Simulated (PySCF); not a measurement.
# ClF5W (WClF5): the cost of one run

Computed with PySCF 2.14.0 and routines of our own; the level stands in each step. Atoms count from 0.

### 1 The starting structure

7 atoms, charge 0, multiplicity 1; geometry from: GFN2-xTB.

### 2 Relaxing the molecule at PBE0-D3(BJ)/def2-SVP

Job settings and geometry (Å):

```
{"job": {"xc": "PBE0", "basis": "def2-SVP", "d3": "d3bj", "grid": 1, "maxiter": 30, "shake": 0.03, "kind": "geom"}, "charge": 0, "multiplicity": 1}
W      0.061910    -0.076860    -0.022000
Cl    -0.034030    -0.024530     2.222560
F     -0.046950     0.002950    -1.907720
F      1.929340     0.012470    -0.074680
F     -1.836100    -0.024520    -0.124070
F     -0.016320     1.843140    -0.077490
F      0.034000    -1.834660    -0.085160
```

Launch:

```console
OMP_NUM_THREADS=1 python heavy_run.py task.json out
```

The driver reads the jobs from task.json and runs them one after another.

Q: Estimate the wall time and peak memory of this first job on 1 thread of Arm Neoverse V2, shared host.

About 1.7 min, with a peak of 0.47 GiB.
